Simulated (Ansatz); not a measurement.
# C2H4ClFOSi: how energies converge with the basis set

One table from this session's results is given with a row withheld; the runs are named, their logs left out.

Method: one geometry, several basis sets; program: Ansatz 0.2.0, Gaussian basis.

The runs, in order: PBE0-D4/def2-SVP; ωB97M-V/def2-SVP; PBE0-D4/def2-QZVPP; ωB97M-V/def2-QZVPP; the functionals' def2-TZVPP values are taken from earlier runs.

## The relaxed structure

All runs share one geometry, relaxed beforehand with PBE0-D4 in a triple-zeta def2 set.

10 atoms, charge 0, spin multiplicity 1.

Atoms are counted from 1 here; the program's logs count them from 0.

Bond lengths: O1–C2 1.200 Å, C2–C3 1.500 Å, C2–H7 1.111 Å, C3–F4 1.383 Å, C3–Si5 1.911 Å, C3–H8 1.097 Å, Si5–Cl6 2.045 Å, Si5–H9 1.477 Å, Si5–H10 1.479 Å. Angles: O1–C2–C3 123.1°, O1–C2–H7 122.7°, C3–C2–H7 114.2°, C2–C3–F4 109.9°, C2–C3–Si5 110.2°, C2–C3–H8 108.8°, F4–C3–Si5 110.3°, F4–C3–H8 108.9°, Si5–C3–H8 108.6°, C3–Si5–Cl6 107.9°, C3–Si5–H9 108.8°, C3–Si5–H10 109.1°, Cl6–Si5–H9 109.7°, Cl6–Si5–H10 109.0°, H9–Si5–H10 112.3°.

Set-up of the first run:

The input, in.yaml:

```yaml
crystal:
  periodic: [false, false, false]
  atoms:
    - {symbol: O, position_ang: [0.938592, -1.612297, 1.284293]}
    - {symbol: C, position_ang: [1.028663, -1.195674, 0.162322]}
    - {symbol: C, position_ang: [-0.092572, -0.491871, -0.542630]}
    - {symbol: F, position_ang: [0.280850, -0.191332, -1.840395]}
    - {symbol: Si, position_ang: [-0.565718, 1.104066, 0.396722]}
    - {symbol: Cl, position_ang: [-2.062976, 2.027728, -0.645177]}
    - {symbol: H, position_ang: [1.961872, -1.276948, -0.434127]}
    - {symbol: H, position_ang: [-0.966077, -1.154876, -0.569075]}
    - {symbol: H, position_ang: [-1.049116, 0.738475, 1.743432]}
    - {symbol: H, position_ang: [0.609382, 2.001527, 0.447535]}
basis:
  gaussian: {orbitals: def2-SVP}
hamiltonian: {xc: pbe0, dispersion: d4}
output: {orbitals: {seedname: orbitals}}
```

The run is started by

```console
$ ansatz run in.yaml --threads 4 --pin off --events-out ev --progress --plain --max-ram 10444MiB
```

Among the steps run: PBE0-D4 in def2-SVP; ωB97M-V in def2-SVP; PBE0-D4 in def2-QZVPP; ωB97M-V in def2-QZVPP.

One table of the session follows, with a row left open; its other results are not shown here.

It belongs to the step «Functionals by basis». 

```
functional       basis  HOMO (eV)
   PBE0-D4    def2-SVP      -7.88
   PBE0-D4  def2-TZVPP          ?
   PBE0-D4  def2-QZVPP      -8.05
   ωB97M-V    def2-SVP     -10.22
   ωB97M-V  def2-TZVPP     -10.37
   ωB97M-V  def2-QZVPP     -10.42
```

Estimate the missing values for PBE0-D4, def2-TZVPP.

The run gave: HOMO (eV): -8.01. In the column «HOMO (eV)» it lies between PBE0-D4, def2-QZVPP (-8.05) and PBE0-D4, def2-SVP (-7.88).
